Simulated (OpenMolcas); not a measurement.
# Co³⁺: RASSCF and RASPT2 terms and fine-structure levels

Aim: the low terms and levels of Co³⁺, with their order and spacing, then second-order correlation.

The numbers are computed with OpenMolcas 26.06 (state-averaged RASSCF and RASPT2, spin-orbit coupling by RASSI with atomic mean-field integrals), except any that are marked as measured or tabulated.

## 1. The system

| Quantity | Value |
| --- | --- |
| Species | Co³⁺ (cobalt, Z = 27, 24 electrons) |
| Basis | ANO-RCC-VQZP [7s6p4d3f2g1h], 95 functions |
| Scalar Hamiltonian | DKH2, point nucleus |
| Inactive shells | 1s 2s 2p 3s |
| Active space | 12 electrons in 8 orbitals (RAS1 3p, at most 2 holes; RAS2 3d) |
| Some configurations of this space | 3d6 |
| Orbitals | optimised for each spin and parity, averaged over all roots |

Outer shells as boxes (Hund's rule):

3d6
```
3d [↑↓][↑ ][↑ ][↑ ][↑ ]
```

Each step is its own input file, run in one work folder so that later steps find the files of earlier ones. Labels, J, g values, rates, χT and fits are worked out afterwards by a script from the matrices that RASSI stores.

## 2. One- and two-electron integrals

a.inp

```
&GATEWAY
Coord
1

Co 0.0 0.0 0.0
Basis=ANO-RCC-VQZP
Group=XYZ
NoMove
AngMom=0.0 0.0 0.0
AMFI
&SEWARD
```

On the command line:

```sh
$ OMP_NUM_THREADS=1 MOLCAS_MEM=1689 MOLCAS_PROJECT=a pymolcas a.inp > a.log
```

## 3. A small preliminary run for start orbitals

a.inp

```
&RASSCF
FileOrb=start.orb
Symmetry=1
Spin=5
nActEl=6 0 0
Inactive=3 6
Ras2=5 0
CIRoot=5 5 1
SDav=5
CIMx=300
Iter=120 100
PrWF=0.3
OrbListing=Nothing
MaxOrb=0
Atom
>>> COPY $Project.JobIph JOBPRE
```

## 4. RASSCF: quintets of even parity, 5 roots

a.inp

```
&RASSCF
FileOrb=start.orb
Symmetry=1
Spin=5
nActEl=12 2 0
Inactive=3 3
Ras1=0 3
Ras2=5 0
CIRoot=5 5 1
SDav=35
CIMx=300
Iter=120 100
PrWF=0.3
OrbListing=Nothing
MaxOrb=0
Thrs=2.0e-7 1.0e-1 5.0e-4
Atom
>>> COPY $Project.JobIph JOB001
```

## 5. RASSCF: triplets of even parity, 45 roots

a.inp

```
&RASSCF
FileOrb=start.orb
Symmetry=1
Spin=3
nActEl=12 2 0
Inactive=3 3
Ras1=0 3
Ras2=5 0
CIRoot=45 45 1
SDav=180
CIMx=300
Iter=120 100
PrWF=0.3
OrbListing=Nothing
MaxOrb=0
Thrs=2.0e-7 1.0e-1 5.0e-4
Atom
>>> COPY $Project.JobIph JOB002
```

## 6. RASSCF: singlets of even parity, 44 roots

a.inp

```
&RASSCF
FileOrb=start.orb
Symmetry=1
Spin=1
nActEl=12 2 0
Inactive=3 3
Ras1=0 3
Ras2=5 0
CIRoot=44 44 1
SDav=170
CIMx=300
Iter=120 100
PrWF=0.3
OrbListing=Nothing
MaxOrb=0
Thrs=2.0e-7 1.0e-1 5.0e-4
Atom
>>> COPY $Project.JobIph JOB003
```

## 7. State interaction with spin-orbit coupling

a.inp

```
&RASSI
NrOfJobIphs=3 5 45 44
1 2 3 4 5
1 2 3 4 5 6 7 8 9 10 11 12 13 14 15 16 17 18 19 20 21 22 23 24 25 26 27
28 29 30 31 32 33 34 35 36 37 38 39 40 41 42 43 44 45
1 2 3 4 5 6 7 8 9 10 11 12 13 14 15 16 17 18 19 20 21 22 23 24 25 26 27
28 29 30 31 32 33 34 35 36 37 38 39 40 41 42 43 44
IphNames
JOB001
JOB002
JOB003
EJob
SpinOrbit
DIPRint=1.0
SOCoupling=1000.0
Subsets=2
MEES
Property=10
'ANGMOM' 1 'ANGMOM' 2 'ANGMOM' 3 'MLTPL  1' 1 'MLTPL  1' 2 'MLTPL  1' 3
'AMFI' 1 'AMFI' 2 'AMFI' 3 'MLTPL  2' 6
SOProperty=3
'ANGMOM' 1 'ANGMOM' 2 'ANGMOM' 3
```

## 8. CASPT2: IPEA 0.25, imaginary shift 0.1 (closed shells correlated: 3s)

a.inp

```
>>> COPY JOB001 $Project.JobIph
&CASPT2
Multistate=5 1 2 3 4 5
Frozen=2 3
IPEA=0.25
Imaginary=0.1
MaxIter=60
WThr=0.0 0.3 0.05
PrWF=0.5
NoMix
>>> COPY JOB002 $Project.JobIph
&CASPT2
Multistate=45 1 2 3 4 5 6 7 8 9 10 11 12 13 14 15 16 17 18 19 20 21 22
23 24 25 26 27 28 29 30 31 32 33 34 35 36 37 38 39 40 41 42 43 44 45
Frozen=2 3
IPEA=0.25
Imaginary=0.1
MaxIter=60
WThr=0.0 0.3 0.05
PrWF=0.5
NoMix
>>> COPY JOB003 $Project.JobIph
&CASPT2
Multistate=44 1 2 3 4 5 6 7 8 9 10 11 12 13 14 15 16 17 18 19 20 21 22
23 24 25 26 27 28 29 30 31 32 33 34 35 36 37 38 39 40 41 42 43 44
Frozen=2 3
IPEA=0.25
Imaginary=0.1
MaxIter=60
WThr=0.0 0.3 0.05
PrWF=0.5
NoMix
```

(Steps that only read results are left out.)

Q: Predict the outcome of this session. Wanted: lowest level; first excited level; lowest level of another term; spin-orbit lowering of the lowest level; strongest of the lines computed, by gA.

**Answer**, as computed:

| quantity | value |
| --- | --- |
| method | SS-RASPT2, IPEA 0.25, imaginary shift 0.1 (closed shells correlated: 3s) |
| lowest level | 3d6 5D4, 100 % of that term, g = 1.501 |
| ground level listed by NIST | 5D4 |
| first excited level | 3d6 5D3 at 622 cm-1 |
| lowest level of another term | 3d6 3P2(1) at 23380 cm-1 |
| spin-orbit lowering of the lowest level | 651 cm-1 |
| strongest of the lines computed, by gA (one parity, so forbidden lines), at RASSCF energies | 3d6 1G4(2) → 3d6 1I6, 289.3 nm, A = 3.59e+00 s⁻¹ |

Cost and accuracy by method:

```
                                           method  time of its own steps  time with the reference  mean absolute difference from the measured levels (cm-1)
                                        A. RASSCF                   51 s                     51 s                                                      4400
B. SS-RASPT2, IPEA 0.25, imaginary shift 0.1, +3s                1.9 min                  2.7 min                                                       720
```

Times are of one thread on a shared host.

What this shows: The multiplet 5D is inverted; its intervals divided by the larger J differ by 15 % of their mean, where Landé's rule for pure LS coupling makes them equal. Second-order correlation (method B) scales the levels of the lowest configuration above 5000 cm⁻¹ by 0.84 to 0.99. Method B lies closest to the measured levels (720 cm⁻¹ on average) and A farthest (4400). Only the configurations of the active space and the roots asked for are present. Not all states of the active space went into the spin-orbit step. CASPT2 does not keep the components of a term degenerate, and the means are used. The levels of the extra active shells were not computed. Levels of other configurations are missing from the list.
